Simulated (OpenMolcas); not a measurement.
# Nb²⁺ among point charges: CASSCF and CASPT2 levels and susceptibility

Aim: the splitting of the states of Nb²⁺ in the field of 4 point charges, its lowest levels with spin-orbit coupling and its magnetic susceptibility.

Method: state-averaged CASSCF and CASPT2, spin-orbit coupling by RASSI with atomic mean-field integrals. Code: OpenMolcas 26.06.

## (1) What is computed

- Species: Nb²⁺ (niobium, Z = 41, 39 electrons)
- Basis: ANO-RCC-VDZP [6s5p3d1f], 43 functions
- Scalar Hamiltonian: DKH2, point nucleus
- Inactive shells: 1s 2s 2p 3s 3p 3d 4s 4p
- Active space: 3 electrons in 5 orbitals (4d)
- Some configurations of this space: 4d³
- Orbitals: optimised for each spin and parity, averaged over all roots

The outer shells:

4d3
```
4d [↑ ][↑ ][↑ ][  ][  ]
```

The ion sits among 4 point charges of -1.62 e arranged as a tetrahedron (Td), 2.09 Å from the ion.

The work runs as a chain of OpenMolcas steps in one folder; each step below is one input file. Labels, J, g values, rates, χT and fits are worked out afterwards by a script from the matrices that RASSI stores.

## (2) Basis and integrals

a.inp reads:

```
&GATEWAY
Coord
1

Nb 0.0 0.0 0.0
Basis=ANO-RCC-VDZP
Group=NoSym
NoMove
AngMom=0.0 0.0 0.0
AMFI
XField
4 Angstrom 0
1.206662 1.206662 1.206662 -1.620000
1.206662 -1.206662 -1.206662 -1.620000
-1.206662 1.206662 -1.206662 -1.620000
-1.206662 -1.206662 1.206662 -1.620000
&SEWARD
```

Command:

```bash
OMP_NUM_THREADS=1 MOLCAS_MEM=1689 MOLCAS_PROJECT=a pymolcas a.inp > a.log
```

## (3) CASSCF: quartets, 10 roots

a.inp reads:

```
&RASSCF
FileOrb=start.orb
Symmetry=1
Spin=4
nActEl=3 0 0
Inactive=18
Ras2=5
CIRoot=10 10 1
SDav=10
CIMx=300
Iter=120 100
PrWF=0.3
OrbListing=Nothing
MaxOrb=0
>>> COPY $Project.JobIph JOB001
```

start.orb holds the contracted functions of the basis, ordered by shell, or the orbitals of the step before.

## (4) CASSCF: doublets, 40 roots

a.inp reads:

```
&RASSCF
FileOrb=start.orb
Symmetry=1
Spin=2
nActEl=3 0 0
Inactive=18
Ras2=5
CIRoot=40 40 1
SDav=40
CIMx=300
Iter=120 100
PrWF=0.3
OrbListing=Nothing
MaxOrb=0
>>> COPY $Project.JobIph JOB002
```

## (5) RASSI: spin-orbit coupling between the states

a.inp reads:

```
&RASSI
NrOfJobIphs=2 10 40
1 2 3 4 5 6 7 8 9 10
1 2 3 4 5 6 7 8 9 10 11 12 13 14 15 16 17 18 19 20 21 22 23 24 25 26 27
28 29 30 31 32 33 34 35 36 37 38 39 40
IphNames
JOB001
JOB002
EJob
SpinOrbit
DIPRint=1.0
SOCoupling=1000.0
Subsets=2
Property=9
'ANGMOM' 1 'ANGMOM' 2 'ANGMOM' 3 'MLTPL  1' 1 'MLTPL  1' 2 'MLTPL  1' 3
'AMFI' 1 'AMFI' 2 'AMFI' 3
SOProperty=3
'ANGMOM' 1 'ANGMOM' 2 'ANGMOM' 3
```

## (6) CASPT2: IPEA 0.25, imaginary shift 0.1 (closed shells correlated: 4s 4p)

a.inp reads:

```
>>> COPY JOB001 $Project.JobIph
&CASPT2
Multistate=10 1 2 3 4 5 6 7 8 9 10
NoMult
Frozen=14
IPEA=0.25
Imaginary=0.1
MaxIter=60
WThr=0.0 0.3 0.05
PrWF=0.5
NoMix
>>> COPY JOB002 $Project.JobIph
&CASPT2
Multistate=40 1 2 3 4 5 6 7 8 9 10 11 12 13 14 15 16 17 18 19 20 21 22
23 24 25 26 27 28 29 30 31 32 33 34 35 36 37 38 39 40
NoMult
Frozen=14
IPEA=0.25
Imaginary=0.1
MaxIter=60
WThr=0.0 0.3 0.05
PrWF=0.5
NoMix
```

(Steps that only read results are left out.)

**Question.** What will these runs give? Wanted: spin-free ground state; first state of the same spin within the active space; lowest level; next level.

The runs gave:

| quantity | value |
| --- | --- |
| method | SS-CASPT2, IPEA 0.25, imaginary shift 0.1 (closed shells correlated: 4s 4p) |
| spin-free ground state | quartet, 3-fold in its orbital part |
| first state of the same spin within the active space | quartet at 1320 cm⁻¹ |
| lowest level | 4-fold |
| next level | 204.5 cm⁻¹ |
| χT at 300 K | 0.82 cm³ K/mol |
| effective moment at 300 K | 2.57 μB |

Cost by method:

```csv
method,time of its own steps,time with the reference
A. CASSCF,11 s,11 s
"B. SS-CASPT2, IPEA 0.25, imaginary shift 0.1, +4s 4p",5.2 s,16 s
```

Times are of one thread on a shared host.

**Reading.** The spin-free ground state (quartet) comes to 99 % from free-ion F terms and keeps the highest spin of the shell. χT at 300 K is 0.82, against 1.88 cm³ K/mol for the spin alone, so spin-orbit coupling lowers it. A ligand-field fit to the states below 45000 cm-1 gives 10Dq = -1237 cm-1, B = 396 cm-1 and C = 1883 cm-1 (C/B = 4.75), with a deviation of 438 cm-1. CASPT2 does not keep the components of a term degenerate, and the means are used. The field of point charges can differ much from that of real complexes. Point charges carry no covalency, so the field is a model and not that of real ligands.
